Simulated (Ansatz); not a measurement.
# BH8NSi2: basis-set convergence

Aim: see how fast density functionals converge with the basis set for BH8NSi2.

Method: one geometry, several basis sets; program: Ansatz 0.2.0, Gaussian basis.

Plan: PBE0-D4/def2-SVP; ωB97M-V/def2-SVP; PBE0-D4/def2-QZVPP; ωB97M-V/def2-QZVPP; the functionals' def2-TZVPP values are taken from earlier runs.

**1. Structure used throughout**

The geometry comes from an earlier relaxation with PBE0-D4 in a triple-zeta def2 set; it is a stationary point, not always the lowest conformer.

SMILES `BN[SiH2][SiH3]`, 12 atoms, charge 0, spin multiplicity 1.

Atoms are counted from 1 here; the program's logs count them from 0.

Bond lengths: B1–N2 1.399 Å, B1–H5 1.198 Å, B1–H6 1.198 Å, N2–Si3 1.751 Å, N2–H7 1.011 Å, Si3–Si4 2.344 Å, Si3–H8 1.490 Å, Si3–H9 1.483 Å, Si4–H10 1.488 Å, Si4–H11 1.490 Å, Si4–H12 1.488 Å. Angles: N2–B1–H5 119.0°, N2–B1–H6 119.6°, H5–B1–H6 121.5°, B1–N2–Si3 126.8°, B1–N2–H7 116.7°, Si3–N2–H7 116.5°, N2–Si3–Si4 111.0°, N2–Si3–H8 109.6°, N2–Si3–H9 107.1°, Si4–Si3–H8 108.8°, Si4–Si3–H9 111.1°, H8–Si3–H9 109.2°, Si3–Si4–H10 110.6°, Si3–Si4–H11 109.9°, Si3–Si4–H12 110.5°, H10–Si4–H11 108.4°, H10–Si4–H12 109.0°, H11–Si4–H12 108.5°.

**2. PBE0-D4 in def2-SVP**

in.yaml reads:

```yaml
crystal:
  periodic: [false, false, false]
  atoms:
    - {symbol: B, position_ang: [-0.295418, 2.312926, 0.345853]}
    - {symbol: N, position_ang: [-0.357212, 0.981918, 0.771374]}
    - {symbol: Si, position_ang: [-0.792174, -0.410770, -0.196796]}
    - {symbol: Si, position_ang: [1.029502, -1.866013, -0.439380]}
    - {symbol: H, position_ang: [-0.582441, 2.573629, -0.787603]}
    - {symbol: H, position_ang: [0.042069, 3.164843, 1.117474]}
    - {symbol: H, position_ang: [-0.102298, 0.800614, 1.733023]}
    - {symbol: H, position_ang: [-1.910214, -1.146363, 0.459138]}
    - {symbol: H, position_ang: [-1.247838, 0.097614, -1.513680]}
    - {symbol: H, position_ang: [2.137297, -1.199639, -1.175472]}
    - {symbol: H, position_ang: [1.533593, -2.273751, 0.901795]}
    - {symbol: H, position_ang: [0.622136, -3.090107, -1.181726]}
basis:
  gaussian: {orbitals: def2-SVP}
hamiltonian: {xc: pbe0, dispersion: d4}
output: {orbitals: {seedname: orbitals}}
```

Launch:

```console
> ansatz run in.yaml --threads 4 --pin off --events-out ev --progress --plain --max-ram 10444MiB
```

The runs that follow: ωB97M-V in def2-SVP; PBE0-D4 in def2-QZVPP; ωB97M-V in def2-QZVPP.

Before running them: what should the planned runs give, taken together? Wanted: PBE0-D4: double and triple zeta above quadruple; ωB97M-V: double and triple zeta above quadruple.

As calculated:

```
                                       quantity          value
PBE0-D4: double and triple zeta above quadruple  8.81, 0.68 eV
ωB97M-V: double and triple zeta above quadruple  8.96, 0.63 eV
```

**Reading.** For PBE0-D4 the step from double to triple zeta gains 8.13 eV and the next only 0.68 eV. Total energies overstate the basis error of differences, where much of it tends to cancel. The LUMO of ωB97M-V is positive and keeps falling with the basis (1.84 to 1.15 eV): an unbound level that the basis holds in place.
